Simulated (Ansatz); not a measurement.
# CH3Ge (quartet): the correlation ladder, cc-pVDZ

The task here is to estimate one member of a computed series from the others.

Method: cc-pVDZ, core rule «outside noble gas», up to 15 orbitals frozen; program: Ansatz 0.2.0, Gaussian basis.

To be run: UHF; CCSD(T) on ROHF; CCSD(T) on UHF; BCCD(T) on ROHF; CISD; CCSDT(Q) on ROHF; CCSDT(Q) on UHF.

16 further runs of the same task are left out: 4 that didn't finish, 12 set aside as unsound or not needed.

### What is computed

The geometry is a PBE0/def2-TZVP stationary point (not a proven minimum) of the parent state, kept for this charge and spin. No spin-orbit coupling is included. The filled d shell of Ge may be among the frozen orbitals whatever the setting's name suggests; the logs give the count.

5 atoms, charge 0, spin multiplicity 4.

Atoms are counted from 1 here; the program's logs count them from 0.

Bond lengths: Ge1–C2 1.885 Å, Ge1–H3 1.585 Å, C2–H4 1.090 Å, C2–H5 1.087 Å. Angles: C2–Ge1–H3 99.2°, Ge1–C2–H4 120.5°, Ge1–C2–H5 123.1°, H4–C2–H5 113.6°.

Coordinates:

```xyz
5

Ge   -0.01078    0.03215    0.31041
C     0.05047   -0.06253   -1.57117
H     0.35081   -1.47259    0.65242
H    -0.40089   -0.90372   -2.09708
H     0.22545    0.80439   -2.20400
```

The first run:

Contents of in.yaml:

```yaml
crystal:
  periodic: [false, false, false]
  atoms:
    - {symbol: Ge, position_ang: [-0.010779, 0.032151, 0.310414]}
    - {symbol: C, position_ang: [0.050474, -0.062529, -1.571171]}
    - {symbol: H, position_ang: [0.350811, -1.472587, 0.652420]}
    - {symbol: H, position_ang: [-0.400886, -0.903724, -2.097076]}
    - {symbol: H, position_ang: [0.225451, 0.804390, -2.203997]}
basis:
  gaussian: {orbitals: cc-pVDZ}
magnetization: {spin_polarized: true, initial_magnetization: 3}
hamiltonian: {xc: hf}
output: {orbitals: {seedname: orbitals}}
```

Command:

```console
$ ansatz run in.yaml --threads 1 --pin off --events-out ev --progress --plain --max-ram 2393MiB
```

Among the steps run: UHF; CCSD(T) on ROHF; CCSD(T) on UHF; BCCD(T) on ROHF; CISD; CCSDT(Q) on ROHF; CCSDT(Q) on UHF.

One of the session's tables, all rows but one given; the rest of the session is left out.

```
   method  from UCCSDT(Q) (kJ/mol)
     ROHF                   +580.7
      UHF                   +566.0
     RMP2                        ?
     UMP2                   +104.9
     CISD                    +53.9
    RCCSD                    +17.8
    UCCSD                    +16.5
 RCCSD(T)                     +4.2
 UCCSD(T)                     +3.1
  BCCD(T)                     +4.2
   RCCSDT                     +1.8
   UCCSDT                     +0.7
RCCSDT(Q)                     +1.1
UCCSDT(Q)                        0
```

Estimate the missing values for RMP2.

**Answer.** from UCCSDT(Q) (kJ/mol): +105.3. In the column «from UCCSDT(Q) (kJ/mol)» it lies between UMP2 (+104.9) and UHF (+566.0).

Limits of these values: Restricted and unrestricted rows rest on different reference determinants; where their highest levels disagree by more than a few hundredths of an eV, they describe different states and don't form one ladder.
